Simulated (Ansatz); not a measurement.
# TlI2: the cost of one run

Program: Ansatz 0.2.0. Level of theory: DFT PBE, scalar-relativistic, plane waves, PAW. These are calculated values, not measurements.

### Step 1. The structure to begin with

It takes space group Fm-3m (No. 225, cubic). The conventional cell has a = 7.645 Å, b = 7.645 Å, c = 7.645 Å, α = 90.00°, β = 90.00°, γ = 90.00°. Tl (site symmetry m-3m) is surrounded by 8 I at 3.31 Å. I (site symmetry -43m) has 4 Tl at 3.31 Å as nearest neighbours.

Structure file:

```xyz
3
Lattice="0.0000 3.8223 3.8223 3.8223 0.0000 3.8223 3.8223 3.8223 0.0000" Properties=species:S:1:pos:R:3 pbc="T T T"
Tl    0.0000    0.0000    0.0000
I     1.9111    1.9111    1.9111
I     5.7334    5.7334    5.7334
```

(A quick probe on a coarse mesh, which set the mesh and smearing, is not shown.)

### Step 3. Rough relaxation on the coarse mesh

File input.yaml:

```yaml
crystal:
  lattice:
    - [0.0, 3.822295477, 3.822295477]
    - [3.822295477, 0.0, 3.822295477]
    - [3.822295477, 3.822295477, 0.0]
  atoms:
    - { symbol: Tl, position: [0.0, 0.0, 0.0] }
    - { symbol: I, position: [0.25, 0.25, 0.25] }
    - { symbol: I, position: [0.75, 0.75, 0.75] }
basis:
  ecutwfc: 420
kpoints:
  mp_grid: { grid: [4, 4, 4] }
hamiltonian:
  xc: pbe
scf:
  occupations: { method: gaussian, width: 0.1 }
  lower_state_search: "off"
output:
  forces: true
  stress: true
  eigenvalues: true
relax:
  adjacent_minimum: "off"
  f_tol: 0.04
  max_steps: 70
  cell: { stress_tol: 0.4 }
```

Run with:

```bash
> ansatz run input.yaml --threads 1 --pin off --max-ram 2560MiB --backend cpu --events-out ev --progress --plain --runs-dir out
```

**Question.** How long does this run take on 1 thread of Arm Neoverse V1, shared host, and how much memory does it need?

About 8.7 s, with a peak of 0.37 GiB.
